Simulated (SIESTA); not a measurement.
**Al3Au under changes of volume**

One of the cells (16.973 Å³/atom); the others are scaled copies at fixed shape and fractional positions:

```
Au Al
1.0
    -2.03875    2.03875    4.08347
     2.03875   -2.03875    4.08347
     2.03875    2.03875   -4.08347
Au Al
1 3
Direct
  0.00000 0.00000 0.00000
  0.50000 0.50000 0.00000
  0.25000 0.75000 0.50000
  0.75000 0.25000 0.50000
```

The cell comes from a database or a generator and needn't be the stable form of this composition.

| Item | Value |
| --- | --- |
| Program | SIESTA 5.4.2 |
| Functional | PBE |
| Potentials or basis | PseudoDojo 0.4 standard (PBE files) |
| Basis | DZP (energy shift 0.003 Ry; two zetas on semicore shells) |
| Grid cutoff | 800 Ry |
| Energy shift | 0.003 Ry |
| k mesh | 9 × 9 × 9 |
| Occupations | fermi-dirac, width 0.05 eV |
| Spin | no spin polarisation |

```tsv
volume (Å³/atom)	energy over the lowest point (meV/atom)	pressure (GPa)
15.642	21.34	7.4
15.974	8.87	4.7
16.307	1.56	2.4
16.973	0.00	-1.6
17.306	5.04	-3.2
17.638	?	?
```

**Question.** What does the run at 17.638 Å³/atom give?

**Answer.** Energy over the lowest point 13.17 meV/atom; pressure -4.6 GPa.

Worked out: A Birch-Murnaghan fit of order 3 (a polynomial in V^(-2/3)) to the other rows has its minimum at 16.70 Å³/atom with B0 = V·E''(V) = 97 GPa and B' = 4.3 at fixed shape and positions, which overstates the stiffness. It gives 13.35 meV/atom at 17.638 Å³/atom, against the run's 13.17, and -dE/dV = -4.8 GPa, against -4.6.

Energies are extrapolated to zero smearing.

Caveats: short orbitals over semicore shells can move pressures by several GPa; the basis of atomic orbitals isn't converged, which shifts pressures, moduli and gaps.
